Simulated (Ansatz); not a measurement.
## CSe₂, SMILES [Se]=C=[Se]: an active-space calculation, step by step

With the Ansatz DFT code, driven from Python.

Notebook, run cell by cell (the value of a cell's last expression is shown):

In [1]:
```python
import ansatz as az
```

In [2]:
```python
cse2 = (
    az.Crystal.molecule()
    .atom("Se", (-1.949, 0.084, 0.0))
    .atom("C", (-0.0007, 0.01, 0.0))
    .atom("Se", (1.9497, -0.094, 0.0))
)
```

In [3]:
```python
model = (
    cse2.calculation()
    .basis(gaussian="def2-SVP")
    .correlation(active_electrons=6, active_orbitals=7)
)
for method in ["sc_nevpt2"]:
    summary = (model if method is None else model.correlation(method)).run(threads=1, backend="cpu").report
    space = summary["configurations"]
    state = space["states"][0]
    print(method or "casscf", f"total {summary['free_energy_ev'] / 27.211386246:.6f} Ha, active-space state {state['energy']['hartree']:.6f} Ha, mean field {summary['reference_energy_ev'] / 27.211386246:.6f} Ha")
    print("  determinants", state["n_determinants"], " natural occupations", [round(n, 3) for n in space["natural_occupations"]])
print("effectively unpaired electrons, sum of min(n, 2 - n):", round(sum(min(n, 2 - n) for n in space["natural_occupations"]), 3))
```
```text
sc_nevpt2 total -4837.402886 Ha, active-space state -4836.911507 Ha, mean field -4836.811839 Ha
  determinants 625  natural occupations [1.943, 1.921, 1.921, 0.081, 0.081, 0.05, 0.004]
effectively unpaired electrons, sum of min(n, 2 - n): 0.429
```

Notes:
- The settings weren't tested for convergence.
- The geometry is a force-field or estimated start, not a minimum of this method, and the basis set is short of its limit. The active space starts as a window about the frontier orbitals and is then optimised, not chosen by chemistry.
- The whole script took 18 s on 1 thread of Arm Neoverse V1, with other jobs on the host, peak memory 0.32 GiB.

(Lines on the test bed's own set-up are left out of the output.)
